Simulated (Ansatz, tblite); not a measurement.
# (LiF)4 cube (Li₄F₄): a ladder of methods and basis sets

The task here is to estimate one member of a computed series from the others.

Method: as each input shows; program: Ansatz 0.2.0, Gaussian basis.

Plan: GFN1-xTB, GFN2-xTB, PBE-D4/def2-TZVP, r2SCAN-D4/def2-TZVP, LDA/def2-TZVP, PBE-QIDH/def2-TZVP, revPBE-D4/def2-TZVP, CAM-B3LYP-D4/def2-TZVP, B97M-V/def2-TZVP, B2PLYP/def2-TZVP, ωB97X-V/def2-TZVP, PBE-D4/def2-SVP, PBE0-D4/def2-SVP, HF/6-31G, B3LYP-D4/6-31G, PBE0-D4/def2-TZVPD, PBE-D4/def2-TZVPD, r2SCAN-D4/def2-TZVPD, CCSD(T)/def2-TZVPP, MP2/def2-TZVP, RPA/def2-TZVP.

**The structure**

The singlet was relaxed beforehand with r2SCAN-D4/def2-SVP.

8 atoms, charge 0, spin multiplicity 1.

Bond lengths: Li1–F2 1.814 Å, Li1–F4 1.814 Å, Li1–F6 1.813 Å, F2–Li3 1.814 Å, F2–Li7 1.814 Å, Li3–F4 1.813 Å, Li3–F8 1.813 Å, F4–Li5 1.814 Å, Li5–F6 1.813 Å, Li5–F8 1.814 Å, F6–Li7 1.814 Å, Li7–F8 1.814 Å. Angles: F2–Li1–F4 95.4°, F2–Li1–F6 95.4°, F4–Li1–F6 95.4°, Li1–F2–Li3 84.3°, Li1–F2–Li7 84.3°, Li3–F2–Li7 84.3°, F2–Li3–F4 95.4°, F2–Li3–F8 95.4°, F4–Li3–F8 95.4°, Li1–F4–Li3 84.3°, Li1–F4–Li5 84.3°, Li3–F4–Li5 84.3°, F4–Li5–F6 95.4°, F4–Li5–F8 95.4°, F6–Li5–F8 95.4°, Li1–F6–Li5 84.3°, Li1–F6–Li7 84.3°, Li5–F6–Li7 84.3° and more.

PBE0-D4/def2-TZVP was run before; its log isn't repeated, and its numbers join the tables.

The first run:

Tight binding, by tblite at 300 K electronic temperature and without a spin-polarisation term:

```python
tblite.interface.Calculator('GFN1-xTB', numbers, positions, charge=0, uhf=0).singlepoint()
```

Tight binding, by tblite at 300 K electronic temperature and without a spin-polarisation term:

```python
tblite.interface.Calculator('GFN2-xTB', numbers, positions, charge=0, uhf=0).singlepoint()
```

start.molden holds the orbitals of an earlier run on this state, given as this run's starting guess.

Input file in.yaml:

```yaml
crystal:
  periodic: [false, false, false]
  atoms:
    - {symbol: Li, position_ang: [0.887829, -0.683483, 0.983537]}
    - {symbol: F, position_ang: [-0.077660, 0.781215, 1.443195]}
    - {symbol: Li, position_ang: [-1.404268, -0.019234, 0.500512]}
    - {symbol: F, position_ang: [-0.491487, -1.555718, 0.192616]}
    - {symbol: Li, position_ang: [0.070554, -0.709054, -1.309657]}
    - {symbol: F, position_ang: [1.547331, 0.021206, -0.551775]}
    - {symbol: Li, position_ang: [0.445937, 1.411968, -0.174497]}
    - {symbol: F, position_ang: [-0.978236, 0.753110, -1.083942]}
basis:
  gaussian: {orbitals: def2-TZVP, initial_orbitals: start.molden}
hamiltonian: {xc: pbe, dispersion: d4}
scf: {omitted_lower_state_checks: [starts]}
output: {orbitals: {seedname: orbitals}}
```

The run is started by

```
$ ansatz run in.yaml --threads 4 --pin off --events-out ev --progress --plain --max-ram 3916MiB
```

Among the steps run: PBE-D4/def2-TZVP; r2SCAN-D4/def2-TZVP; LDA/def2-TZVP; PBE-QIDH/def2-TZVP; revPBE-D4/def2-TZVP; CAM-B3LYP-D4/def2-TZVP; B97M-V/def2-TZVP; B2PLYP/def2-TZVP; ωB97X-V/def2-TZVP; PBE-D4/def2-SVP; PBE0-D4/def2-SVP; HF/6-31G; B3LYP-D4/6-31G; PBE0-D4/def2-TZVPD; PBE-D4/def2-TZVPD; r2SCAN-D4/def2-TZVPD; CCSD(T)/def2-TZVPP; MP2/def2-TZVP; RPA/def2-TZVP.

One table of the session follows, with a row left open; its other results are not shown here.

| level | HOMO (eV) | gap (eV) |
| --- | --- | --- |
| HF/6-31G | -14.66 | 15.70 |
| LDA/def2-TZVP | -7.69 | 6.98 |
| PBE-D4/def2-SVP | ? | ? |
| PBE-D4/def2-TZVP | -7.38 | 6.63 |
| PBE-D4/def2-TZVPD | -7.37 | 6.54 |
| revPBE-D4/def2-TZVP | -7.26 | 6.47 |
| r2SCAN-D4/def2-TZVP | -7.80 | 7.74 |
| r2SCAN-D4/def2-TZVPD | -7.74 | 7.51 |
| B97M-V/def2-TZVP | -7.90 | 7.34 |
| B3LYP-D4/6-31G | -8.98 | 8.41 |
| PBE0-D4/def2-SVP | -9.14 | 8.93 |
| PBE0-D4/def2-TZVP | -9.38 | 9.22 |
| PBE0-D4/def2-TZVPD | -9.33 | 9.02 |
| CAM-B3LYP-D4/def2-TZVP | -11.02 | 11.28 |
| ωB97X-V/def2-TZVP | -11.96 | 13.06 |

Estimate the missing values for PBE-D4/def2-SVP.

The run gave: HOMO (eV): -7.09; gap (eV): 6.33. In the column «HOMO (eV)» it is the highest.
